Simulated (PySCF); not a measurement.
# CH4FGaTe (SMILES [CH3][Ga]([F])[TeH]) at 3 levels

Aim: a comparison of 3 runs (HF/STO-3G, PBE/def2-TZVP, PBE0/def2-TZVP) of CH4FGaTe. Input form: a Python script.

Program for the calculation: PySCF 2.14.0.

## 1. Starting point

CH4FGaTe: 8 atoms, total charge 0, spin state singlet. As SMILES, `[CH3][Ga]([F])[TeH]`. Geometry: a GFN2-xTB relaxation, a rough one for these elements and not checked as a minimum. This is one conformer, not always the lowest.

Bond lengths: C1–Ga2 2.044 Å, Ga2–F3 1.777 Å, Ga2–Te4 2.529 Å, C1–H5 1.092 Å, C1–H6 1.091 Å, C1–H7 1.092 Å, Te4–H8 1.638 Å. Angles: C1–Ga2–F3 111.3°, C1–Ga2–Te4 134.8°, F3–Ga2–Te4 113.9°, Ga2–C1–H5 109.6°, Ga2–C1–H6 111.3°, Ga2–C1–H7 109.1°, Ga2–Te4–H8 87.8°, H5–C1–H6 109.0°, H5–C1–H7 108.2°, H6–C1–H7 109.6°.

## 2. Energy and forces at HF/STO-3G (run 1)

Input file start.xyz:

```xyz
8

C      0.145570     1.125510    -0.659090
Ga     0.239150    -0.334110     0.768350
F      1.149820     0.213950     2.192520
Te    -0.643530    -2.695990     0.962340
H     -0.546220     1.906890    -0.338220
H     -0.191230     0.722430    -1.615440
H      1.134020     1.573130    -0.778370
H     -1.287580    -2.511810    -0.532100
```

Input file job.py:

```python
import pyscf.grad
from pyscf import gto

mol = gto.M(
    atom='start.xyz',
    max_memory=1860,
    verbose=4,
    basis='sto-3g',
    spin=0,
)

calc0 = mol.RHF()
calc0.conv_tol = 1e-10
calc0.kernel()
if not calc0.converged:
    calc0 = calc0.newton().run(calc0.mo_coeff, calc0.mo_occ)

etot = calc0.e_tot
print('Final energy', etot)
grad = calc0.Gradients().kernel()
calc0.analyze()
```

Run with:

```bash
$ OMP_NUM_THREADS=1 python job.py
```

The program printed:

```text
PySCF version 2.14.0

[... 74 lines left out ...]
converged SCF energy = -8585.83398686722
[... 17 lines left out ...]
Two-electron Coulomb Energy =         4226.726645391578131
[... 7 lines left out ...]
MO #5   energy= -160.551974931543  occ= 2
[... 5 lines left out ...]
MO #11  energy= -33.5492554130024  occ= 2
[... 5 lines left out ...]
MO #17  energy= -21.5780254315613  occ= 2
[... 5 lines left out ...]
MO #23  energy= -5.78553260139615  occ= 2
[... 5 lines left out ...]
MO #29  energy= -3.92661612497494  occ= 2
[... 5 lines left out ...]
MO #35  energy= -1.38963074606838  occ= 2
[... 5 lines left out ...]
MO #41  energy= -0.44420758157367  occ= 2
[... 5 lines left out ...]
MO #47  energy= -0.333479852046892 occ= 2
[... 5 lines left out ...]
MO #53  energy= 0.253503325633866  occ= 0
[... 5 lines left out ...]
MO #59  energy= 0.747147649288811  occ= 0
[... 31 lines left out ...]
pop of  3 Te 2s           1.99999
pop of  3 Te 3s           1.99992
pop of  3 Te 4s           1.99999
pop of  3 Te 5s           1.74561
pop of  3 Te 2px          2.00000
pop of  3 Te 2py          2.00000
pop of  3 Te 2pz          2.00000
pop of  3 Te 3px          1.99999
pop of  3 Te 3py          1.99997
pop of  3 Te 3pz          1.99997
pop of  3 Te 4px          1.99992
pop of  3 Te 4py          1.99986
pop of  3 Te 4pz          1.99984
pop of  3 Te 5px          1.63196
pop of  3 Te 5py          1.37300
pop of  3 Te 5pz          1.21670
pop of  3 Te 3dxy         2.00000
pop of  3 Te 3dyz         2.00000
pop of  3 Te 3dz^2        2.00000
pop of  3 Te 3dxz         2.00000
pop of  3 Te 3dx2-y2      2.00000
pop of  3 Te 4dxy         1.99911
pop of  3 Te 4dyz         1.99970
pop of  3 Te 4dz^2        1.99741
pop of  3 Te 4dxz         1.99846
pop of  3 Te 4dx2-y2      1.99890
pop of  4 H 1s            0.96474
pop of  5 H 1s            0.96844
pop of  6 H 1s            0.96460
pop of  7 H 1s            1.06330
 ** Mulliken atomic charges  **
charge of    0C =     -0.19798
charge of    1Ga =      0.33860
charge of    2F =     -0.21925
charge of    3Te =      0.03970
charge of    4H =      0.03526
charge of    5H =      0.03156
charge of    6H =      0.03540
charge of    7H =     -0.06330
Dipole moment(X, Y, Z, Debye): -0.52427,  0.92287, -1.86874
```

Wall time 8.1 s (1 thread of Intel Xeon at 2.70GHz, shared host); peak memory 0.13 GiB.

## 3. Energy and gradient at PBE/def2-TZVP (core potential) (run 2)

Input file input.xyz:

```xyz
8
CH4FGaTe
C      0.145570     1.125510    -0.659090
Ga     0.239150    -0.334110     0.768350
F      1.149820     0.213950     2.192520
Te    -0.643530    -2.695990     0.962340
H     -0.546220     1.906890    -0.338220
H     -0.191230     0.722430    -1.615440
H      1.134020     1.573130    -0.778370
H     -1.287580    -2.511810    -0.532100
```

Input file calc.py:

```python
from pyscf import gto, dft

mol = gto.M(
    atom='input.xyz',
    ecp={'Te': 'def2-svp'},
    basis='def2-tzvp',
    max_memory=1860,
    verbose=3,
)

calc0 = dft.RKS(mol)
calc0.xc = 'pbe'
calc0.conv_tol = 1e-10
calc0.grids.level = 5
calc0.kernel()
if not calc0.converged:
    calc0 = calc0.newton().run(calc0.mo_coeff, calc0.mo_occ)

e_final = calc0.e_tot
print('Final energy', e_final)
grad = calc0.nuc_grad_method().kernel()
calc0.analyze()
```

Run with:

```bash
$ OMP_NUM_THREADS=1 python calc.py
```

The program printed:

```text
converged SCF energy = -2332.92887012308
[... 17 lines left out ...]
MO #8   energy= -6.050082547049    occ= 2
[... 15 lines left out ...]
MO #24  energy= -0.746077380863971 occ= 2
[... 15 lines left out ...]
MO #40  energy= -0.04455790799724  occ= 0
[... 15 lines left out ...]
MO #56  energy= 0.233851706570079  occ= 0
[... 15 lines left out ...]
MO #72  energy= 0.581195161750564  occ= 0
[... 15 lines left out ...]
MO #88  energy= 0.908948934971264  occ= 0
[... 15 lines left out ...]
MO #104 energy= 1.29573390122246   occ= 0
[... 15 lines left out ...]
MO #120 energy= 2.0425599398165    occ= 0
[... 15 lines left out ...]
MO #136 energy= 2.61526060196297   occ= 0
[... 15 lines left out ...]
MO #152 energy= 3.24808848651899   occ= 0
[... 15 lines left out ...]
MO #168 energy= 6.78417860060596   occ= 0
[... 15 lines left out ...]
MO #184 energy= 104.486410946531   occ= 0
[... 9 lines left out ...]
Dipole moment(X, Y, Z, Debye): -1.17234, -0.23398, -2.21933
```

Wall time 2.7 min (1 thread of Intel Xeon at 2.70GHz, shared host); peak memory 2.6 GiB.

## 4. Energy and gradient at PBE0/def2-TZVP (core potential) (run 3)

Edit start.xyz of step 2 so:

```diff
@@ -1,3 +1,3 @@
 8
-
+CH4FGaTe
 C      0.145570     1.125510    -0.659090
```

Input file run.py:

```python
# [CH3][Ga]([F])[TeH]
from pyscf import gto, dft

system = gto.M(
    atom='start.xyz',
    basis='def2-tzvp',
    verbose=3,
    max_memory=1860,
    ecp={'Te': 'def2-svp'},
)

mf = dft.RKS(system)
mf.xc = 'pbe0'
mf.conv_tol = 1e-10
mf.grids.level = 5
mf.kernel()
if not mf.converged:
    mf = mf.newton().run(mf.mo_coeff, mf.mo_occ)

e_final = mf.e_tot
print(f'total energy: {e_final:.8f} hartree')
grad = mf.nuc_grad_method().kernel()
mf.analyze()
```

Run with:

```bash
$ OMP_NUM_THREADS=1 python run.py
```

The program printed:

```text
converged SCF energy = -2332.99245509515
[... 17 lines left out ...]
MO #8   energy= -6.32727427966097  occ= 2
[... 15 lines left out ...]
MO #24  energy= -0.875435913624067 occ= 2
[... 15 lines left out ...]
MO #40  energy= -0.0133676442655414 occ= 0
[... 15 lines left out ...]
MO #56  energy= 0.267531765548553  occ= 0
[... 15 lines left out ...]
MO #72  energy= 0.631282113266999  occ= 0
[... 15 lines left out ...]
MO #88  energy= 0.964992069192731  occ= 0
[... 15 lines left out ...]
MO #104 energy= 1.36807101431819   occ= 0
[... 15 lines left out ...]
MO #120 energy= 2.1313956694978    occ= 0
[... 15 lines left out ...]
MO #136 energy= 2.71146115320567   occ= 0
[... 15 lines left out ...]
MO #152 energy= 3.35928232052281   occ= 0
[... 15 lines left out ...]
MO #168 energy= 6.94309154747918   occ= 0
[... 15 lines left out ...]
MO #184 energy= 104.660026018698   occ= 0
[... 9 lines left out ...]
Dipole moment(X, Y, Z, Debye): -1.23283, -0.22922, -2.35305
```

Run time: 2.9 min. Hardware: 1 thread of Intel Xeon at 2.70GHz, shared host; peak memory 2.6 GiB.

## 5. All runs side by side

| run | level | core potential | integration grid | energy (Eh) | dipole moment (D) | HOMO energy (eV) | LUMO energy (eV) | wall time |
| --- | --- | --- | --- | --- | --- | --- | --- | --- |
| 1 | HF/STO-3G | – | – | -8585.833987 | 2.15 | -6.74 | 5.02 | 8.1 s |
| 2 | PBE/def2-TZVP (core potential) | def2-svp | 5 | -2332.928870 | 2.52 | -5.97 | -1.93 | 2.7 min |
| 3 | PBE0/def2-TZVP (core potential) | def2-svp | 5 | -2332.992455 | 2.67 | -7.00 | -1.12 | 2.9 min |

## 6. Summary of results

| quantity | value |
| --- | --- |
| run 3: total energy | -2332.99246 Eh |
| run 3: dipole moment | 2.67 D |
| run 3: HOMO energy | -7.00 eV |
| run 3: LUMO energy | -1.12 eV |
| run 3: HOMO–LUMO gap | 5.88 eV |
| run 3: largest force on an atom | 1.086 eV/Å |

What this shows: The dipole moment (its size) runs from 2.15 D (HF/STO-3G) to 2.67 D (PBE0/def2-TZVP). The two ends differ in method and basis and core potential. The HOMO–LUMO gap runs from 4.03 eV (PBE/def2-TZVP) to 11.76 eV (HF/STO-3G). Totals of different functionals can't be ranked against each other. Some runs of one species differ in core potentials or relativity; totals across that change don't compare. In run 1 the basis is minimal, so the values are rough. In run 1 relativity is left out where basis or elements ask for it. All runs together took 5.8 min, the longest 2.9 min.
